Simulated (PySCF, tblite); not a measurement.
**C7H10NP: geometry, infrared bands and NMR shifts**

Aim: predict the infrared bands and NMR shifts of C7H10NP (`CN(C)c1ccccp1`).

The runs use tblite 0.8.0 and PySCF 2.14.0, with density-fitted response routines of our own; the level of theory stands in each step. All values are computed, except where a source is named. Atoms count from 0, in the outputs and in this text.

## 1. The starting structure

19 atoms, charge 0, multiplicity 1; geometry from: force field or distance geometry start.

Bonds of the start (Å): C0–N1 1.48, N1–C2 1.45, N1–C3 1.39, C3–C4 1.40, C4–C5 1.42, C5–C6 1.39, C6–C7 1.39, C7–P8 1.83, P8–C3 1.89, C0–H9 1.09, C0–H10 1.10, C0–H11 1.08, C2–H12 1.08, C2–H13 1.10, C2–H14 1.11, C4–H15 1.09, C5–H16 1.09, C6–H17 1.09, C7–H18 1.09.

## 2. Relaxing the molecule with GFN2-xTB

The job: settings as JSON, then the geometry in Å.

```
{"job": {"kind": "relax", "xc": "GFN2-xTB", "basis": "xTB"}, "charge": 0, "multiplicity": 1}
C      2.184700    -0.839200     1.101800
N      1.388400    -0.015500     0.171100
C      2.127900     0.902700    -0.673700
C      0.006700    -0.109900     0.109800
C     -0.775800     0.663500    -0.761600
C     -2.183800     0.659600    -0.930300
C     -3.045800    -0.152900    -0.202000
C     -2.626500    -1.053800     0.772500
P     -0.884400    -1.329400     1.244800
H      2.046200    -1.904900     0.895100
H      1.901400    -0.630900     2.141900
H      3.245200    -0.632700     1.019000
H      3.195000     0.864900    -0.497400
H      1.960600     0.667700    -1.736800
H      1.807500     1.948600    -0.482400
H     -0.258800     1.368300    -1.410500
H     -2.608200     1.340600    -1.663400
H     -4.116100    -0.083500    -0.402100
H     -3.374000    -1.653800     1.296700
```

Started as:

```bash
$ OMP_NUM_THREADS=1 python probes_run.py task.json out
```

The driver reads the jobs from task.json and runs them one after another.

**Question.** This job is followed by: GFN2-xTB harmonic vibrations, gas phase; GIAO PBE0/pcSseg-1 NMR shielding, non-relativistic, gas phase. What will the session give for the following? strongest single infrared mode (GFN2-xTB); zero-point energy (GFN2-xTB); ¹³C shifts against TMS (PBE0/pcSseg-1, means over atoms taken as alike); ¹H shifts against TMS (PBE0/pcSseg-1, means over atoms taken as alike); ¹⁵N shifts against NH3 (PBE0/pcSseg-1); ³¹P shifts against H3PO4 (PBE0/pcSseg-1); surface potential, 1st and 99th percentile.

As calculated:

| quantity | value |
| --- | --- |
| strongest single infrared mode (GFN2-xTB) | 1404 cm⁻¹, 87 km/mol |
| zero-point energy (GFN2-xTB) | 95.5 kcal/mol |
| ¹³C shifts against TMS (PBE0/pcSseg-1, means over atoms taken as alike) | 181.3, 162.9, 135.9, 127.1, 115.6, 44.3 ppm |
| ¹H shifts against TMS (PBE0/pcSseg-1, means over atoms taken as alike) | 8.91, 7.67, 7.53, 6.91, 3.29 ppm |
| ¹⁵N shifts against NH3 (PBE0/pcSseg-1) | 90.4 ppm |
| ³¹P shifts against H3PO4 (PBE0/pcSseg-1) | 136.9 ppm |
| surface potential, 1st and 99th percentile | -0.93 V and 1.17 V |

What this shows: Over 34 steps the energy fell by 0.467 eV; of the close pairs, C3–P8 changed most, 1.889 to 1.772 Å. The lowest mode is imaginary (44i cm⁻¹), so the xTB geometry is not a minimum. The strongest single mode, at 1404 cm⁻¹, is spread over several atoms, H11, H10, H9, C0 among them. Unscaled tight-binding wavenumbers are off by several per cent, some by more. Its intensities can rank the bands wrongly. At PBE0/pcSseg-1: Shielding is most anisotropic at P8 (span 533 ppm, paramagnetic term -788 ppm). NICS(1)zz of -24 ppm above the planar ring from C3 marks a diatropic (aromatic) ring current. At PBE0/pcSseg-1, counted by nearest atom on the grid, the HOMO lies on N1 29 %; P8 23 %, the LUMO on P8 31 %; C5, C7 about 17 % each.
